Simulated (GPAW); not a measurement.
The system is Sn3Te.

```xyz
4
Lattice="4.8656 0.0000 0.0000 0.0000 4.8656 0.0000 0.0000 0.0000 4.8656" Properties=species:S:1:pos:R:3 pbc="T T T"
Te    0.0000    0.0000    0.0000
Sn    0.0000    2.4328    2.4328
Sn    2.4328    0.0000    2.4328
Sn    2.4328    2.4328    0.0000
```

The cell comes from a database or a generator and needn't be the stable form of this composition.

```yaml
Program: GPAW 26.7.0
Task: relaxation of cell and atoms
Functional: PBEsol
Dispersion: D3(BJ)+ATM
Potentials_or_basis: PAW data sets generated in the run's folder for this functional
Cutoff: 600 eV
Basis: pw
k_mesh: 6 × 6 × 6
Occupations: fermi-dirac, width 0.05 eV
Spin: no spin polarisation
```

At the start: pressure -4.7 GPa; volume 28.80 Å³/atom.

Problem. How do energy, volume and symmetry change on relaxing?

Solution. Over 4 steps the energy falls by 44.6 meV/atom and the volume is 26.00 Å³/atom (-9.7 %); space group Pm-3m (No. 221, to 0.05 Å).

The path:
```csv
step,energy change (eV),largest force (eV/Å),pressure (GPa),volume (Å³)
1,0.0000,0.0000,-4.68,115.19
2,-0.0288,0.0000,-4.35,114.16
3,-0.1761,0.0000,0.66,102.70
4,-0.1784,0.0000,-0.08,104.01
```

Final structure:
```
CELL_PARAMETERS angstrom
4.70277 0.00000 0.00000
0.00000 4.70277 0.00000
0.00000 0.00000 4.70277
ATOMIC_POSITIONS crystal
Te 0.00000 0.00000 0.00000
Sn 0.00000 0.50000 0.50000
Sn 0.50000 0.00000 0.50000
Sn 0.50000 0.50000 0.00000
```

Caveat: later steps reuse the first step's grids; pairwise dispersion overbinds metals, which lowers pressure and volume.
